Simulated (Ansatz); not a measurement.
# GeH₅ (doublet): the correlation ladder at distance H1–H2 along a hydrogen transfer = 1.355 Å, cc-pVTZ

How much of the correlation energy of GeH₅ (doublet) does each wave-function method recover here?

Computed with Ansatz 0.2.0, Gaussian basis. Level: cc-pVTZ, correlated electrons: outside noble gas.

The runs, in order: UHF; CCSD(T) on ROHF; CCSD(T) on UHF; BCCD(T) on ROHF; CISD; CCSDT(Q) on ROHF; CCSDT(Q) on UHF; CASSCF and NEVPT2, 3 electrons in 3 orbitals; CASSCF and NEVPT2, 9 electrons in 9 orbitals.

## Step 1: The geometry

The geometry derives from fragments relaxed apart (PBE0/def2-TZVP) and kept rigid, so it is no stationary point. A hydrogen atom is moved between rigid fragments. No spin-orbit coupling is included. The filled d shell of Ge may be among the frozen orbitals whatever the setting's name suggests; the logs give the count.

6 atoms, charge 0, spin multiplicity 2.

Atoms are counted from 1 here; the program's logs count them from 0.

Bond lengths: H2–Ge3 1.530 Å, Ge3–H4 1.539 Å, Ge3–H5 1.539 Å, Ge3–H6 1.539 Å. Angles: H2–Ge3–H4 107.7°, H2–Ge3–H5 107.7°, H2–Ge3–H6 107.7°, H4–Ge3–H5 111.2°, H4–Ge3–H6 111.2°, H5–Ge3–H6 111.2°.

In the tables R marks a restricted open-shell determinant and U an unrestricted one; 'pair' is the active space of 3 electrons in 3 orbitals; 'valence' is the active space of 9 electrons in 9 orbitals; correlation energies count from the lowest restricted Hartree-Fock solution.

## Step 2: UHF

The input, in.yaml:

```yaml
crystal:
  periodic: [false, false, false]
  atoms:
    - {symbol: H, position_ang: [-2.845957, 0.000000, -0.000001]}
    - {symbol: H, position_ang: [-1.490957, 0.000000, 0.000000]}
    - {symbol: Ge, position_ang: [0.039043, 0.000000, 0.000000]}
    - {symbol: H, position_ang: [0.507712, -1.465915, 0.000000]}
    - {symbol: H, position_ang: [0.507712, 0.732957, -1.269519]}
    - {symbol: H, position_ang: [0.507712, 0.732957, 1.269520]}
basis:
  gaussian: {orbitals: cc-pVTZ}
magnetization: {spin_polarized: true, initial_magnetization: 1}
hamiltonian: {xc: hf}
output: {orbitals: {seedname: orbitals}}
```

Launch:

```bash
> ansatz run in.yaml --threads 1 --pin off --events-out ev --progress --plain --max-ram 2816MiB --backend cpu
```

After this run come: CCSD(T) on ROHF; CCSD(T) on UHF; BCCD(T) on ROHF; CISD; CCSDT(Q) on ROHF; CCSDT(Q) on UHF; CASSCF and NEVPT2, 3 electrons in 3 orbitals; CASSCF and NEVPT2, 9 electrons in 9 orbitals.

Before running them: what should the planned runs give, taken together? Wanted: correlation energy, UCCSDT(Q); RMP2 from UCCSDT(Q); UMP2 from UCCSDT(Q); RCCSD from UCCSDT(Q); RCCSD(T) from UCCSDT(Q); UCCSD(T) from UCCSDT(Q); RCCSDT(Q) from UCCSDT(Q); NEVPT2 pair from UCCSDT(Q); NEVPT2 valence from UCCSDT(Q).

**Answer**, as computed:

| quantity | value |
| --- | --- |
| correlation energy, UCCSDT(Q) | -4.9628 eV |
| RMP2 from UCCSDT(Q) | +978.0 meV |
| UMP2 from UCCSDT(Q) | +967.2 meV |
| RCCSD from UCCSDT(Q) | +136.7 meV |
| RCCSD(T) from UCCSDT(Q) | +24.4 meV |
| UCCSD(T) from UCCSDT(Q) | +24.0 meV |
| RCCSDT(Q) from UCCSDT(Q) | +0.6 meV |
| NEVPT2 pair from UCCSDT(Q) | +992.0 meV |
| NEVPT2 valence from UCCSDT(Q) | +943.8 meV |
| levels of the table within 1 kcal/mol (43 meV) | RCCSD(T), UCCSD(T), BCCD(T), RCCSDT, UCCSDT, RCCSDT(Q) |
| T1 diagnostic | 0.021 |
| effectively unpaired electrons | 1.02 |

RCCSD(T) lands +24.4 meV from the yardstick (0.5 % of the correlation energy). One determinant dominates. Of the multireference levels listed NEVPT2 valence comes nearest in total energy (+943.8 meV), which doesn't show that its space is the better one. These misses are within one basis, not against nature; the frozen cores of restricted and unrestricted runs differ, which can shift their rows.
